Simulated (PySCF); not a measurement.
# C2H4SSi (SMILES SC1=C[SiH2]1): levels of theory compared

We compute a comparison of 5 runs (HF/def2-SVP, B3LYP/6-31G*, wB97X/def2-TZVP, CCSD/6-31G*) of C2H4SSi. The job is set up through a Python script.

The calculation is run with PySCF 2.14.0.

## Step 1: Starting point

The species is C2H4SSi (8 atoms), meant as a singlet with charge 0. As SMILES, `SC1=C[SiH2]1`. The coordinates come from a PBE0-D4/def2-TZVP relaxation. This is one conformer, not always the lowest.

Bond lengths: S1–C2 1.718 Å, C2–C3 1.338 Å, C2–Si4 1.814 Å, C3–Si4 1.798 Å, S1–H5 1.342 Å, C3–H6 1.081 Å, Si4–H7 1.483 Å, Si4–H8 1.483 Å. Some angles: S1–C2–C3 135.6°, S1–C2–Si4 156.7°, C3–C2–Si4 67.6°, C2–C3–Si4 68.9°, C2–Si4–C3 43.5°, C2–S1–H5 97.3°, C2–C3–H6 136.2°, Si4–C3–H6 154.9°, C2–Si4–H7 120.9°, C2–Si4–H8 120.9°.

## Step 2: Energy and gradient at HF/def2-SVP (run 1)

File calc.py:

```python
import pyscf.grad
from pyscf import gto

mol = gto.Mole()
mol.atom = '''
S     -0.593900     2.188800     0.194600
C     -0.070400     0.552600     0.194400
C      0.593100    -0.239600     1.044100
Si     0.152600    -1.126000    -0.456500
H     -1.174900     2.181300    -1.014900
H      1.033500    -0.135100     2.026300
H      1.135300    -1.400600    -1.532900
H     -0.983100    -2.078400    -0.510800
'''
mol.max_memory = 1860
mol.spin = 0
mol.charge = 0
mol.basis = 'def2-svp'
mol.verbose = 4
mol.build()

mf = mol.RHF()
mf.conv_tol = 1e-10
mf.kernel()
if not mf.converged:
    mf = mf.newton().run(mf.mo_coeff, mf.mo_occ)

e_final = mf.e_tot
print('Final energy', e_final)
grad = mf.Gradients().kernel()
mf.analyze()
```

Command:

```sh
$ OMP_NUM_THREADS=1 python calc.py
```

The log of the run:

```text
PySCF version 2.14.0

[... 81 lines left out ...]
Nuclear Repulsion Energy =             184.502004274632583
[... 12 lines left out ...]
MO #7   energy= -6.65742386361242  occ= 2
[... 10 lines left out ...]
MO #18  energy= -0.536736775198091 occ= 2
[... 10 lines left out ...]
MO #29  energy= 0.236648420055477  occ= 0
[... 10 lines left out ...]
MO #40  energy= 0.655288426715013  occ= 0
[... 10 lines left out ...]
MO #51  energy= 0.908445820491647  occ= 0
[... 10 lines left out ...]
MO #62  energy= 1.43154155477668   occ= 0
[... 10 lines left out ...]
MO #73  energy= 2.14896867028711   occ= 0
[... 10 lines left out ...]
MO #84  energy= 3.47374039421827   occ= 0
[... 95 lines left out ...]
Dipole moment(X, Y, Z, Debye): -0.20516, -0.69092, -0.88331
```

Run time: 6.6 s. Hardware: 1 thread of Intel Xeon at 2.70GHz, shared host; peak memory 0.17 GiB.

## Step 3: Energy and forces at B3LYP/6-31G(d) (spherical functions) (run 2)

File calc.py:

```python
import pyscf.grad
from pyscf import gto, dft

molecule = gto.Mole()
molecule.atom = '''
S   -0.593900   2.188800   0.194600
C   -0.070400   0.552600   0.194400
C    0.593100  -0.239600   1.044100
Si   0.152600  -1.126000  -0.456500
H   -1.174900   2.181300  -1.014900
H    1.033500  -0.135100   2.026300
H    1.135300  -1.400600  -1.532900
H   -0.983100  -2.078400  -0.510800
'''
molecule.max_memory = 1860
molecule.basis = '6-31g*'
molecule.verbose = 4
molecule.charge = 0
molecule.build()

mf = dft.RKS(molecule, xc='b3lyp')
mf.grids.level = 5
mf.conv_tol = 1e-10
mf.kernel()
if not mf.converged:
    mf = mf.newton().run(mf.mo_coeff, mf.mo_occ)

energy = mf.e_tot
print('E = %.10f Eh' % energy)
grad = mf.Gradients().kernel()
dip = mf.dip_moment()
pop, q = mf.mulliken_pop()
```

Command:

```sh
$ OMP_NUM_THREADS=1 python calc.py
```

The log of the run:

```text
PySCF version 2.14.0

[... 76 lines left out ...]
converged SCF energy = -766.218125602457
[... 13 lines left out ...]
Dipole moment(X, Y, Z, Debye): -0.21319, -0.35431, -0.67680
[... 81 lines left out ...]
charge of    7H =     -0.06928
```

Run time: 28 s. Hardware: 1 thread of Intel Xeon at 2.70GHz, shared host; peak memory 0.71 GiB.

Runs 3 to 4 aren't shown in full; the table further down has their settings and results.

## Step 4: A single-point energy at CCSD/6-31G(d) (spherical functions) (run 5)

File run.py:

```python
# SC1=C[SiH2]1
from pyscf import gto, scf, cc

mol = gto.M(
    atom='''
S     -1.122308     4.136233     0.367741
C     -0.133037     1.044263     0.367363
C      1.120797    -0.452778     1.973063
Si     0.288372    -2.127832    -0.862660
H     -2.220239     4.122060    -1.917883
H      1.953032    -0.255302     3.829152
H      2.145406    -2.646750    -2.896761
H     -1.857790    -3.927607    -0.965272
''',
    unit='bohr',
    basis='6-31g*',
    max_memory=1860,
    verbose=4,
    charge=0,
)

mf = scf.RHF(mol)
mf.conv_tol = 1e-10
mf.kernel()
if not mf.converged:
    mf = mf.newton().run(mf.mo_coeff, mf.mo_occ)

mycc = cc.CCSD(mf, frozen=12)
mycc.kernel()
e_tot = mycc.e_tot
print(f'total energy: {e_tot:.8f} hartree')
mf.analyze()
```

Command:

```sh
$ OMP_NUM_THREADS=1 python run.py
```

The log of the run:

```text
PySCF version 2.14.0

[... 79 lines left out ...]
Init t2, MP2 energy = -764.856220664568  E_corr(MP2) -0.44782804459228
[... 25 lines left out ...]
MO #2   energy= -68.7766827540911  occ= 2
[... 9 lines left out ...]
MO #12  energy= -4.24192214006833  occ= 2
[... 9 lines left out ...]
MO #22  energy= -0.374307909191272 occ= 2
[... 9 lines left out ...]
MO #32  energy= 0.320556159695464  occ= 0
[... 9 lines left out ...]
MO #42  energy= 0.775826212804951  occ= 0
[... 9 lines left out ...]
MO #52  energy= 1.11696594436157   occ= 0
[... 9 lines left out ...]
MO #62  energy= 1.51329465599753   occ= 0
[... 9 lines left out ...]
MO #72  energy= 3.13482214077417   occ= 0
[... 83 lines left out ...]
Dipole moment(X, Y, Z, Debye): -0.12626, -0.83401, -0.81468
```

Wall time 5.1 s (1 thread of Intel Xeon at 2.70GHz, shared host); peak memory 0.23 GiB.

## Step 5: The series

```csv
run,level,integration grid,Cartesian functions,energy (Eh),dipole moment (D) of the reference,HOMO energy (eV),LUMO energy (eV),wall time
1,HF/def2-SVP,–,no,-764.174799,1.14,-9.14,3.42,6.6 s
2,B3LYP/6-31G* (spherical functions),5,no,-766.218126,0.79,-6.50,-0.27,28 s
3,B3LYP/6-31G* (Cartesian functions),5,yes,-766.224199,0.80,-6.50,-0.27,28 s
4,wB97X/def2-TZVP,5,no,-766.250131,0.86,-9.11,1.67,3 min
5,CCSD/6-31G* (spherical functions),–,no,-764.897580,1.17,-9.10,3.13,5.1 s
```

## Step 6: What came out

| quantity | value |
| --- | --- |
| run 5: total energy | -764.89758 Eh |
| run 5: dipole moment (Hartree–Fock density) | 1.17 D |
| run 5: HOMO energy (Hartree–Fock orbitals) | -9.10 eV |
| run 5: LUMO energy (Hartree–Fock orbitals) | 3.13 eV |
| run 5: HOMO–LUMO gap (Hartree–Fock orbitals) | 12.22 eV |
| run 5: correlation energy (12 core orbitals frozen) | -489.2 mEh |
| run 5: T1 diagnostic | 0.014 |

What this shows: Over runs 1, 2, 3, 4 the dipole moment (its size) runs from 0.79 D (B3LYP/6-31G*) to 1.14 D (HF/def2-SVP). The two ends differ in method and basis. Over runs 1, 2, 3, 4 the HOMO–LUMO gap runs from 6.23 eV (B3LYP/6-31G*) to 12.57 eV (HF/def2-SVP). Totals of different functionals can't be ranked against each other. All runs together took 4.1 min, the longest 3 min.
